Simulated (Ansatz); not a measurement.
**triplet InCl2F at 6 levels**

Aim: a comparison of 6 runs (UHF/3-21G, UBLYP/def2-SVP, UCAM-B3LYP/def2-SVP, UPBE-QIDH/def2-SVP, USVWN5/def2-SVP, UCCSD/def2-SVP) of triplet InCl2F. 

Program for the calculation: Ansatz 0.2.0.

38 further runs of the same task are left out: 7 that didn't finish, 31 set aside as unsound or not needed. Runs told in other sessions of the task aren't counted.

## Step 1: The structure to begin with

The species is InCl2F (4 atoms), meant as a triplet with charge 0. SMILES of the parent species: `[F][In]([Cl])[Cl]`. The coordinates come from a PBE0-D4/def2-TZVP relaxation. That shape belongs to the parent species and isn't relaxed for this state.

Bond lengths: F1–In2 1.926 Å, In2–Cl3 2.285 Å, In2–Cl4 2.285 Å. Angles: F1–In2–Cl3 117.6°, F1–In2–Cl4 117.6°, Cl3–In2–Cl4 124.8°.

## Step 2: The energy at UHF/3-21G (run 1)

Contents of input.yaml:

```yaml
crystal:
  periodic: [false, false, false]
  atoms:
    - {symbol: F, position_ang: [0.230900, 0.992100, 1.678900]}
    - {symbol: In, position_ang: [0.019100, 0.009200, 0.035600]}
    - {symbol: Cl, position_ang: [1.200200, -1.933300, -0.195800]}
    - {symbol: Cl, position_ang: [-1.394700, 0.871700, -1.539000]}
basis:
  gaussian:
    orbitals: 3-21G-spherical.json
magnetization:
  spin_polarized: true
  initial_magnetization: 2
hamiltonian:
  xc: hf
accuracy: high
output:
  orbitals: {seedname: orbitals}
```

The basis set 3-21G is read from a file made from the Basis Set Exchange's data (not shown).

On the command line:

```console
$ ansatz run input.yaml --threads 1 --pin off --max-ram 3480MiB --events-out events.jsonl --progress --plain --runs-dir runs
```

The program printed (excerpt; [...] marks lines left out):

```text
Warning: RAYON_NUM_THREADS=1 ignored (pool sized by the plan → 1); use --threads N
Functional definition: HF
  name "HF"
[...]
1342 factors; integrals over basis functions are off by at most 6.9e-9 eV
[...]
mean field -183083.57876789 eV, -6728.1974212131 hartree, gradient 7.7e-8 eV, S^2 2.008516; 7 other end points of the search recorded, 0 dependent functions left out
reference -183083.57876789 eV, -6728.1974212131 hartree; 47, 45 occupied and 19, 21 virtual orbitals, 1342 factors
Total energy: -183083.57876789 eV, -6728.1974212131 hartree
```

It took 24 s on 1 thread of Arm Neoverse V2, shared host; peak memory 0.32 GiB.

## Step 3: The energy at UBLYP/def2-SVP (core potential) (run 2)

Contents of run.yaml:

```yaml
crystal:
  periodic: [false, false, false]
  atoms:
    - {symbol: F, position_ang: [0.230900, 0.992100, 1.678900]}
    - {symbol: In, position_ang: [0.019100, 0.009200, 0.035600]}
    - {symbol: Cl, position_ang: [1.200200, -1.933300, -0.195800]}
    - {symbol: Cl, position_ang: [-1.394700, 0.871700, -1.539000]}
basis:
  gaussian:
    orbitals: def2-SVP
output: {orbitals: {seedname: orbitals}}
magnetization:
  spin_polarized: true
  initial_magnetization: 2
hamiltonian:
  xc: {name: BLYP}
accuracy: high
```

On the command line:

```console
$ ansatz run run.yaml --threads 1 --pin off --max-ram 3480MiB --events-out events.jsonl --progress --plain --runs-dir runs
```

The program printed (excerpt; [...] marks lines left out):

```text
Warning: RAYON_NUM_THREADS=1 ignored (pool sized by the plan → 1); use --threads N
Functional definition: BLYP
  name "BLYP"
[...]
1561 factors; integrals over basis functions are off by at most 3.4e-9 eV
[...]
mean field -32923.07615299 eV, -1209.9007325600 hartree, gradient 1.2e-8 eV, S^2 2.001636; 10 other end points of the search recorded, 0 dependent functions left out
reference -32923.07620441 eV, -1209.9007344495 hartree; 33, 31 occupied and 43, 45 virtual orbitals, 1561 factors
Total energy: -32923.07620441 eV, -1209.9007344495 hartree
```

Run time: 41 s. Hardware: 1 thread of Arm Neoverse V2, shared host; peak memory 0.26 GiB.

Runs 3 to 4 aren't shown in full; the table further down has their settings and results.

## Step 4: A single-point energy at USVWN5/def2-SVP (core potential) (run 5)

Contents of molecule.yaml:

```yaml
crystal:
  periodic: [false, false, false]
  atoms:
    - symbol: F
      position_ang: [0.230900, 0.992100, 1.678900]
    - symbol: In
      position_ang: [0.019100, 0.009200, 0.035600]
    - symbol: Cl
      position_ang: [1.200200, -1.933300, -0.195800]
    - symbol: Cl
      position_ang: [-1.394700, 0.871700, -1.539000]
basis:
  gaussian:
    orbitals: def2-SVP
total_charge: 0
magnetization:
  spin_polarized: true
  initial_magnetization: 2
hamiltonian:
  xc: {name: SVWN5}
accuracy: high
output: {orbitals: {seedname: orbitals}}
```

On the command line:

```console
$ ansatz run molecule.yaml --threads 1 --pin off --max-ram 3480MiB --events-out events.jsonl --progress --plain --runs-dir runs
```

The program printed:

```text
Warning: RAYON_NUM_THREADS=1 ignored (pool sized by the plan → 1); use --threads N
Functional definition: SVWN5
  name "SVWN5"
  exchange = slater_x
  correlation = vwn5_c
1561 factors; integrals over basis functions are off by at most 3.4e-9 eV
mean field evaluation 1: about -32815.0005 eV, gradient 3.0e1 eV
mean field evaluation 2: about -32655.6861 eV, gradient 1.7e2 eV
mean field evaluation 4: about -32816.7454 eV, gradient 1.5e1 eV
mean field evaluation 8: about -32816.7455 eV, gradient 1.5e1 eV
mean field evaluation 16: about -32818.3148 eV, gradient 1.2e0 eV
mean field evaluation 32: about -32818.3850 eV, gradient 3.0e-6 eV
mean field evaluation 64: about -32817.8384 eV, gradient 9.3e0 eV
mean field evaluation 96: about -32818.2306 eV, gradient 1.4e0 eV
mean field -32818.38501151 eV, -1206.0534040725 hartree, gradient 1.9e-8 eV, S^2 2.000924; 10 other end points of the search recorded, 0 dependent functions left out
reference -32818.38501556 eV, -1206.0534042216 hartree; 33, 31 occupied and 43, 45 virtual orbitals, 1561 factors
Total energy: -32818.38501556 eV, -1206.0534042216 hartree
```

Run time: 19 s. Hardware: 1 thread of Arm Neoverse V2, shared host; peak memory 0.22 GiB.

## Step 5: A single-point energy at UCCSD/def2-SVP (core potential) (run 6)

Contents of in.yaml:

```yaml
crystal:
  periodic: [false, false, false]
  atoms:
    - {symbol: F, position_ang: [0.230900, 0.992100, 1.678900]}
    - {symbol: In, position_ang: [0.019100, 0.009200, 0.035600]}
    - {symbol: Cl, position_ang: [1.200200, -1.933300, -0.195800]}
    - {symbol: Cl, position_ang: [-1.394700, 0.871700, -1.539000]}
basis:
  gaussian: {orbitals: def2-SVP}
magnetization: {spin_polarized: true, initial_magnetization: 2}
correlation: {method: ccsd, frozen_orbitals: {Cl: 5, F: 1, In: 4}}
accuracy: high
scf: {omitted_lower_state_checks: [cluster_reference, increment]}
```

On the command line:

```console
$ ansatz run in.yaml --threads 1 --pin off --max-ram 3480MiB --events-out events.jsonl --progress --plain --runs-dir runs
```

The program printed:

```text
Warning: RAYON_NUM_THREADS=1 ignored (pool sized by the plan → 1); use --threads N
[... 18 lines left out ...]
15 core orbitals not correlated: weight in the atoms' cores, before any rotation towards them, 1.000 or more for the frozen orbitals, at most 0.000 for the correlated occupied ones
[... 48 lines left out ...]
Total energy: -32864.45885020 eV, -1207.7465864145 hartree
Checks for a lower state left out: cluster_reference, increment
```

Wall time 69 s (1 thread of Arm Neoverse V2, shared host); peak memory 0.59 GiB.

## Step 6: All runs side by side

| run | level | core potential | frozen core orbitals | energy (Eh) | HOMO energy (eV) | ⟨S²⟩ | wall time |
| --- | --- | --- | --- | --- | --- | --- | --- |
| 1 | UHF/3-21G | none | – | -6728.197421 | -6.81 | 2.009 | 24 s |
| 2 | UBLYP/def2-SVP (core potential) | def2-SVP | – | -1209.900734 | -3.54 | 2.002 | 41 s |
| 3 | UCAM-B3LYP/def2-SVP (core potential) | def2-SVP | – | -1209.910642 | -5.72 | 2.008 | 43 s |
| 4 | UPBE-QIDH/def2-SVP (core potential) | def2-SVP | 15 | -1209.004534 | -5.92 | 2.011 | 38 s |
| 5 | USVWN5/def2-SVP (core potential) | def2-SVP | – | -1206.053404 | -3.92 | 2.001 | 19 s |
| 6 | UCCSD/def2-SVP (core potential) | def2-SVP | 15 | -1207.746586 | – | 2.014 | 69 s |

## Step 7: Summary of results

```
                                           quantity           value
                                run 6: total energy  -1207.74659 Eh
run 6: correlation energy (15 core orbitals frozen)      -544.0 mEh
           run 6: ⟨S²⟩ of the reference determinant           2.014
                               run 6: T1 diagnostic           0.024
```

Totals of different functionals can't be ranked against each other. Some runs of one species differ in core potentials or relativity; totals across that change don't compare. In run 1 relativity is left out where basis or elements ask for it. All runs together took 3.9 min, the longest 69 s.
